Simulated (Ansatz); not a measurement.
# HSBr (triplet): wave-function methods side by side at distance Br1–H2 along a hydrogen transfer = 1.727 Å, cc-pVDZ

Aim: climb from Hartree-Fock through coupled cluster and multireference methods for HSBr (triplet) at one geometry and basis, and see what each rung misses.

Computed with Ansatz 0.2.0, Gaussian basis. Level: cc-pVDZ, core rule «outside noble gas», up to 19 orbitals frozen.

Plan: UHF; CCSD(T) on ROHF; CCSD(T) on UHF; BCCD(T) on ROHF; CISD; CCSDT(Q) on ROHF; CCSDT(Q) on UHF; CASSCF and MRCISD+Q, 4 electrons in 4 orbitals; CASSCF and NEVPT2, 4 electrons in 4 orbitals; CASSCF and MRCISD+Q, 14 electrons in 9 orbitals; CASSCF and NEVPT2, 14 electrons in 9 orbitals.

10 further runs of the same task are left out: 2 for a mislabelled method, 8 that didn't finish.

**1. The system**

The geometry derives from fragments relaxed apart (PBE0/def2-TZVP) and kept rigid, so it is no stationary point. A hydrogen atom is moved between rigid fragments. No spin-orbit coupling is included. The filled d shell of Br may be among the frozen orbitals whatever the setting's name suggests; the logs give the count.

3 atoms, charge 0, spin multiplicity 3.

Atoms are counted from 1 here; the program's logs count them from 0.

Bond lengths: Br1–H2 1.727 Å, H2–S3 1.431 Å. Angles: Br1–H2–S3 180.0°.

As a file:

```xyz
3

Br    0.0000    0.0000   -1.6283
H     0.0000    0.0000    0.0987
S     0.0000    0.0000    1.5297
```

**2. UHF**

The input, in.yaml:

```yaml
crystal:
  periodic: [false, false, false]
  atoms:
    - {symbol: Br, position_ang: [0.000000, 0.000000, -1.628333]}
    - {symbol: H, position_ang: [0.000000, 0.000000, 0.098667]}
    - {symbol: S, position_ang: [0.000000, 0.000000, 1.529667]}
basis:
  gaussian: {orbitals: cc-pVDZ}
magnetization: {spin_polarized: true, initial_magnetization: 2}
hamiltonian: {xc: hf}
output: {orbitals: {seedname: orbitals}}
```

On the command line:

```
$ ansatz run in.yaml --threads 1 --pin off --events-out ev --progress --plain --max-ram 2393MiB
```

The runs that follow: CCSD(T) on ROHF; CCSD(T) on UHF; BCCD(T) on ROHF; CISD; CCSDT(Q) on ROHF; CCSDT(Q) on UHF; CASSCF and MRCISD+Q, 4 electrons in 4 orbitals; CASSCF and NEVPT2, 4 electrons in 4 orbitals; CASSCF and MRCISD+Q, 14 electrons in 9 orbitals; CASSCF and NEVPT2, 14 electrons in 9 orbitals.

Q: Predict the results of all the runs planned. Wanted: UCCSDT(Q) below the RHF energy; RMP2 from UCCSDT(Q); UMP2 from UCCSDT(Q); RCCSD from UCCSDT(Q); RCCSD(T) from UCCSDT(Q); UCCSD(T) from UCCSDT(Q); RCCSDT(Q) from UCCSDT(Q); NEVPT2 pair from UCCSDT(Q); MRCISD+Q pair from UCCSDT(Q).

As calculated:

| quantity | value |
| --- | --- |
| UCCSDT(Q) below the RHF energy | -7.4011 eV |
| RMP2 from UCCSDT(Q) | +24.13 kcal/mol |
| UMP2 from UCCSDT(Q) | +25.30 kcal/mol |
| RCCSD from UCCSDT(Q) | +4.02 kcal/mol |
| RCCSD(T) from UCCSDT(Q) | +0.77 kcal/mol |
| UCCSD(T) from UCCSDT(Q) | +0.76 kcal/mol |
| RCCSDT(Q) from UCCSDT(Q) | +0.03 kcal/mol |
| NEVPT2 pair from UCCSDT(Q) | +22.88 kcal/mol |
| MRCISD+Q pair from UCCSDT(Q) | +0.94 kcal/mol |
| NEVPT2 valence from UCCSDT(Q) | +34.19 kcal/mol |
| levels within 1 kcal/mol (43 meV) | RCCSD(T), UCCSD(T), BCCD(T), RCCSDT, UCCSDT, RCCSDT(Q), MRCISD+Q pair, MRCISD+Q valence |
| T1 diagnostic | 0.023 |
| effectively unpaired electrons | 2.01 |

RCCSD(T) misses by +0.77 kcal/mol, 0.5 % of the correlation energy. One determinant dominates. Of the multireference levels listed MRCISD+Q valence comes nearest in total energy (+0.64 kcal/mol), which doesn't show that its space is the better one. These misses are within one basis, not against nature; the frozen cores of restricted and unrestricted runs differ, which can shift their rows.
